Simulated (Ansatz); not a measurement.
**WO₂F₂: how energies converge with the basis set**

The task here is to estimate one member of a computed series from the others.

Computed with Ansatz 0.2.0, Gaussian basis. Level: one geometry, several basis sets.

Plan: PBE0-D4/def2-SVP; ωB97M-V/def2-SVP; PBE0-D4/def2-QZVPP; ωB97M-V/def2-QZVPP; the functionals' def2-TZVPP values are taken from earlier runs.

## The relaxed structure

An earlier PBE0-D4 in a triple-zeta def2 set relaxation fixed the geometry. W takes the def2 core potential; no spin-orbit term is included.

SMILES `[O]=[W](=[O])([F])[F]`, 5 atoms, charge 0, spin multiplicity 1.

Atoms are counted from 1 here; the program's logs count them from 0.

Bond lengths: O1–W2 1.693 Å, W2–O3 1.693 Å, W2–F4 1.849 Å, W2–F5 1.849 Å. Angles: O1–W2–O3 106.7°, O1–W2–F4 109.1°, O1–W2–F5 109.1°, O3–W2–F4 109.1°, O3–W2–F5 109.1°, F4–W2–F5 113.4°.

The first run:

in.yaml reads:

```yaml
crystal:
  periodic: [false, false, false]
  atoms:
    - {symbol: O, position_ang: [-0.737266, -0.522476, 1.424744]}
    - {symbol: W, position_ang: [0.010863, -0.016216, -0.006706]}
    - {symbol: O, position_ang: [1.518594, -0.783177, -0.066382]}
    - {symbol: F, position_ang: [-1.006562, -0.566459, -1.449723]}
    - {symbol: F, position_ang: [0.264272, 1.814628, 0.056568]}
basis:
  gaussian: {orbitals: def2-SVP}
hamiltonian: {xc: pbe0, dispersion: d4}
output: {orbitals: {seedname: orbitals}}
```

Launch:

```sh
$ ansatz run in.yaml --threads 4 --pin off --events-out ev --progress --plain --max-ram 10444MiB
```

Among the steps run: PBE0-D4 in def2-SVP; ωB97M-V in def2-SVP; PBE0-D4 in def2-QZVPP; ωB97M-V in def2-QZVPP.

One table of the session follows, with a row left open; its other results are not shown here.

| functional | basis | HOMO (eV) | LUMO (eV) |
| --- | --- | --- | --- |
| PBE0-D4 | def2-SVP | -9.79 | -2.58 |
| PBE0-D4 | def2-TZVPP | -9.79 | -2.56 |
| PBE0-D4 | def2-QZVPP | ? | ? |
| ωB97M-V | def2-SVP | -12.13 | -0.36 |
| ωB97M-V | def2-TZVPP | -12.14 | -0.34 |
| ωB97M-V | def2-QZVPP | -12.16 | -0.37 |

Estimate the missing values for PBE0-D4, def2-QZVPP.

As computed: HOMO (eV): -9.81; LUMO (eV): -2.58. In the column «HOMO (eV)» it lies between ωB97M-V, def2-SVP (-12.13) and PBE0-D4, def2-SVP (-9.79).
